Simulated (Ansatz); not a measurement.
**Al₂H₃O₄ radical + NH₃: a complex and its separated parts**

Aim: how far the complex at one end of a reaction step lies below its separated, relaxed parts, level by level.

Program: Ansatz 0.2.0, Gaussian basis. Level of theory: PBE0-D4/def2-TZVP structures, single points in def2-TZVPP, no counterpoise correction. These are calculated values, not measurements.

Levels: SPW92, PBE-D4, BLYP-D4, r2SCAN-D4, B97M-V, PBE0-D4, B3LYP-D4, r2SCAN0-D4, BHLYP-D4, CAM-B3LYP-D4, wB97X-V, wB97M-V, B2PLYP, PBE-QIDH, RPA on PBE, Hartree-Fock, MP2, CCSD, CCSD(T).

Correlated methods freeze the cores. Orbitals are unrestricted. B3LYP uses VWN-RPA correlation. B2PLYP carries no dispersion term here.

94 further runs of the same task are left out: 94 set aside as unsound or not needed.

**1. Starting geometry**

The complex: 13 atoms, charge 0, spin multiplicity 2.

Atoms are counted from 1 here; the program's logs count them from 0.

Bond lengths: Al1–O2 1.705 Å, Al1–O5 1.823 Å, Al1–O6 1.698 Å, Al1–N8 1.988 Å, O2–Al3 1.749 Å, Al3–O4 1.774 Å, Al3–O5 1.956 Å, O4–H9 0.956 Å, O5–H10 0.957 Å, O6–H11 0.954 Å, H7–N8 1.015 Å, N8–H12 1.037 Å, N8–H13 1.014 Å. Angles: O2–Al1–O5 89.2°, O2–Al1–O6 135.6°, O2–Al1–N8 101.9°, O5–Al1–O6 121.7°, O5–Al1–N8 99.2°, O6–Al1–N8 103.2°, Al1–O2–Al3 96.0°, O2–Al3–O4 110.6°, O2–Al3–O5 83.7°, O4–Al3–O5 94.7°, Al3–O4–H9 120.4° and more.

As a file:

```
atom    x (Å)    y (Å)    z (Å)
 Al1  -0.6605   0.7390   0.4497
  O2  -1.1781  -0.6708   1.2563
 Al3  -1.1799  -1.6992  -0.1585
  O4   0.4786  -2.1223  -0.6242
  O5  -1.1922  -0.0011  -1.1290
  O6  -0.7719   2.4096   0.7348
  H7   1.7341   0.4459   1.2165
  N8   1.2976   0.4320   0.3003
  H9   0.7532  -3.0376  -0.6554
 H10  -0.8841   0.1281  -2.0256
 H11  -1.5707   2.8605   0.9976
 H12   1.3493  -0.5385  -0.0603
 H13   1.8246   1.0544  -0.3023
```

Its parts: Al₂H₃O₄ radical holds atoms 1, 2, 3, 4, 5, 6, 9, 10, 11; NH₃ holds atoms 7, 8, 12, 13. Each part counts its atoms afresh in its own runs.

**2. Relaxing Al₂H₃O₄ radical alone**

relax-a/in.yaml

```yaml
crystal:
  periodic: [false, false, false]
  atoms:
    - {symbol: Al, position_ang: [-0.660485, 0.738999, 0.449746]}
    - {symbol: O, position_ang: [-1.178100, -0.670756, 1.256308]}
    - {symbol: Al, position_ang: [-1.179851, -1.699153, -0.158466]}
    - {symbol: O, position_ang: [0.478577, -2.122333, -0.624212]}
    - {symbol: O, position_ang: [-1.192238, -0.001140, -1.129048]}
    - {symbol: O, position_ang: [-0.771946, 2.409592, 0.734808]}
    - {symbol: H, position_ang: [0.753228, -3.037556, -0.655364]}
    - {symbol: H, position_ang: [-0.884072, 0.128086, -2.025557]}
    - {symbol: H, position_ang: [-1.570688, 2.860494, 0.997568]}
basis:
  gaussian: {orbitals: def2-TZVP}
magnetization: {spin_polarized: true, initial_magnetization: 1}
hamiltonian: {xc: pbe0, dispersion: d4}
relax: {f_tol: 0.005, max_steps: 200}
```

Run with:

```bash
$ ansatz run in.yaml --threads 4 --pin off --events-out ev --progress --plain --max-ram 41984MiB --backend cuda --devices 0, --max-vram 37GiB
```

Further steps of the session: Relaxing NH₃ alone; SPW92/def2-TZVPP; PBE-D4/def2-TZVPP; BLYP-D4/def2-TZVPP; r2SCAN-D4/def2-TZVPP; B97M-V/def2-TZVPP; PBE0-D4/def2-TZVPP; B3LYP-D4/def2-TZVPP; r2SCAN0-D4/def2-TZVPP; BHLYP-D4/def2-TZVPP; CAM-B3LYP-D4/def2-TZVPP; wB97X-V/def2-TZVPP; wB97M-V/def2-TZVPP; B2PLYP/def2-TZVPP; PBE-QIDH/def2-TZVPP; RPA on PBE/def2-TZVPP; CCSD(T)/def2-TZVPP; Vibrations of Al₂H₃O₄ radical; Vibrations of NH₃.

Before running it: what results should come out? Wanted: complex less parts, CCSD(T)/def2-TZVPP; with zero-point energy; largest T1 diagnostic.

**Answer**, as computed:

| quantity | value |
| --- | --- |
| complex less parts, CCSD(T)/def2-TZVPP | -40.1 kcal/mol |
| with zero-point energy | -36.2 kcal/mol |
| largest T1 diagnostic | 0.016 |

At CCSD(T) the complex lies 40.1 kcal/mol below its parts. The functionals run from wB97M-V, off by -0.4 kcal/mol, to SPW92, off by -7.3 kcal/mol, against CCSD(T). Mean unsigned error by rung: LDA 7.3, GGA 1.9, meta-GGA 1.0, hybrid 1.5, range-separated hybrid 0.7, double hybrid 2.0 kcal/mol. PBE-D4 gives a relative energy 0.9 kcal/mol too high, inside chemical accuracy (1 kcal/mol). No counterpoise was applied, and triple zeta lacks some correlation, so the CCSD(T) reference has a basis error of its own, and close matches with it are partly luck.
